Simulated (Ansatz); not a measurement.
# CCl₂FNSn: how energies converge with the basis set

An exercise on one series of results from a longer session: the logs are not shown, and one member is left open.

Program: Ansatz 0.2.0, Gaussian basis. Level of theory: one geometry, several basis sets. These are calculated values, not measurements.

The runs, in order: PBE0-D4/def2-SVP; ωB97M-V/def2-SVP; PBE0-D4/def2-QZVPP; ωB97M-V/def2-QZVPP; the functionals' def2-TZVPP values are taken from earlier runs.

**The geometry**

The geometry comes from an earlier relaxation with PBE0-D4 in a triple-zeta def2 set; it is a stationary point. Sn takes the def2 core potential; no spin-orbit term is included.

SMILES `N#[C][Sn]([F])([Cl])[Cl]`, 6 atoms, charge 0, spin multiplicity 1.

Atoms are counted from 1 here; the program's logs count them from 0.

Bond lengths: N1–C2 1.151 Å, C2–Sn3 2.082 Å, Sn3–F4 1.890 Å, Sn3–Cl5 2.274 Å, Sn3–Cl6 2.274 Å. Angles: N1–C2–Sn3 178.9°, C2–Sn3–F4 106.6°, C2–Sn3–Cl5 111.1°, C2–Sn3–Cl6 111.1°, F4–Sn3–Cl5 107.9°, F4–Sn3–Cl6 107.8°, Cl5–Sn3–Cl6 112.0°.

Set-up of the first run:

in.yaml reads:

```yaml
crystal:
  periodic: [false, false, false]
  atoms:
    - {symbol: N, position_ang: [1.617275, -1.865101, 1.139146]}
    - {symbol: C, position_ang: [0.917293, -1.094892, 0.647301]}
    - {symbol: Sn, position_ang: [-0.320464, 0.327366, -0.236194]}
    - {symbol: F, position_ang: [-1.783994, -0.612697, -0.974689]}
    - {symbol: Cl, position_ang: [0.746970, 1.400495, -1.933145]}
    - {symbol: Cl, position_ang: [-1.134981, 1.780829, 1.311279]}
basis:
  gaussian: {orbitals: def2-SVP}
hamiltonian: {xc: pbe0, dispersion: d4}
output: {orbitals: {seedname: orbitals}}
```

Among the steps run: PBE0-D4 in def2-SVP; ωB97M-V in def2-SVP; PBE0-D4 in def2-QZVPP; ωB97M-V in def2-QZVPP.

One table of the session follows, with a row left open; its other results are not shown here.

It belongs to the step «Density functionals: the series». 

```
functional       basis  HOMO (eV)  LUMO (eV)
   PBE0-D4    def2-SVP     -10.12      -2.84
   PBE0-D4  def2-TZVPP     -10.27      -2.98
   PBE0-D4  def2-QZVPP     -10.28      -3.00
   ωB97M-V    def2-SVP     -12.33      -0.62
   ωB97M-V  def2-TZVPP          ?          ?
   ωB97M-V  def2-QZVPP     -12.56      -0.93
```

Estimate the missing values for ωB97M-V, def2-TZVPP.

**Answer.** HOMO (eV): -12.54; LUMO (eV): -0.86. In the column «HOMO (eV)» it lies between ωB97M-V, def2-QZVPP (-12.56) and ωB97M-V, def2-SVP (-12.33).
